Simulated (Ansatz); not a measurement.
Ga2AsP: equation of state with PBE

Ga2AsP:

```
As Ga P
1.0
     1.96511    1.13456    6.41726
    -1.96511    1.13456    6.41726
     0.00000   -2.26911    6.41726
As Ga P
1 2 1
Cartesian
  0.0000 0.0000 16.8466
  0.0000 0.0000 9.5779
  0.0000 0.0000 0.0471
  0.0000 0.0000 7.2190
```

The cell comes from a database or a generator and needn't be the stable form of this composition.

| Item | Value |
| --- | --- |
| Program | Ansatz 0.2.0 |
| Task | equation of state |
| Functional | PBE |
| Potentials or basis | Ansatz PAW |
| Cutoff | 420 eV |
| Density cutoff | 1680 eV |
| k mesh | 8 × 8 × 8 |
| Occupations | fermi-dirac, width 0.05 eV |
| Spin | no spin polarisation |

```
Equilibrium volume                        : 22.24 Å³/atom
Bulk modulus at fixed shape and positions : 68 GPa
Pressure derivative of the bulk modulus   : 4.6
```

Energy against volume, from the lowest point:
| volume (Å³/atom) | energy (meV/atom) |
| --- | --- |
| 20.174 | 49.26 |
| 20.603 | 29.73 |
| 21.032 | 15.56 |
| 21.461 | 6.21 |
| 21.890 | 1.17 |
| 22.320 | 0.00 |
| 22.749 | 2.30 |

All runs of the series together: 51 s on 2 threads of Intel(R) Xeon(R) Platinum 8259CL CPU @ 2.50GHz (Skylake/Cascade Lake) (shared host).

Caveat: the cell was scaled at fixed shape and fractional positions, which overstates the stiffness of a crystal with free parameters, most of all of layers and chains.
